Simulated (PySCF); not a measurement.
# CH9AsBN: the cost of one run

Computed with PySCF 2.14.0, with density-fitted response routines of our own, on a single molecule in the gas phase. Atoms are numbered from 0 throughout.

## (1) The starting structure

13 atoms, charge 0, multiplicity 1; geometry from: GFN2-xTB. The atoms were then displaced at random by about 0.01 Å, so the start is not that level's minimum.

Bonds of the start (Å): C0–B1 1.57, B1–N2 1.38, C0–H4 1.11, C0–H5 1.12, C0–H6 1.09, B1–H7 1.16, N2–H8 0.99, N2–H9 1.00, As3–H10 1.48, As3–H11 1.50, As3–H12 1.44.

## (2) Optimising the geometry at PBE0-D3(BJ)/def2-SVP

The job: settings as JSON, then the geometry in Å.

```
{"job": {"xc": "PBE0", "basis": "def2-SVP", "d3": "d3bj", "grid": 1, "shake": 0.01, "kind": "geom"}, "charge": 0, "multiplicity": 1}
C     -1.016110     1.141330     0.489750
B     -1.302910    -0.387000     0.672940
N     -1.149510    -1.240020    -0.405430
As     2.082680    -0.008330    -0.983580
H     -0.816400     1.428060    -0.558800
H     -1.887250     1.772480     0.808350
H     -0.178090     1.478340     1.095600
H     -1.601110    -0.827530     1.705770
H     -0.894980    -0.904010    -1.301770
H     -1.277440    -2.235220    -0.349860
H      2.458700     1.043870    -0.006750
H      2.122560    -1.023220     0.119620
H      3.465660    -0.255640    -1.296180
```

On the command line:

```console
> OMP_NUM_THREADS=1 python probes_run.py task.json out
```

This one command runs all jobs of the session in turn.

Q: Estimate the wall time and peak memory of this first job on 1 thread of Arm Neoverse V2, shared host.

About 68 s, with a peak of 0.51 GiB.
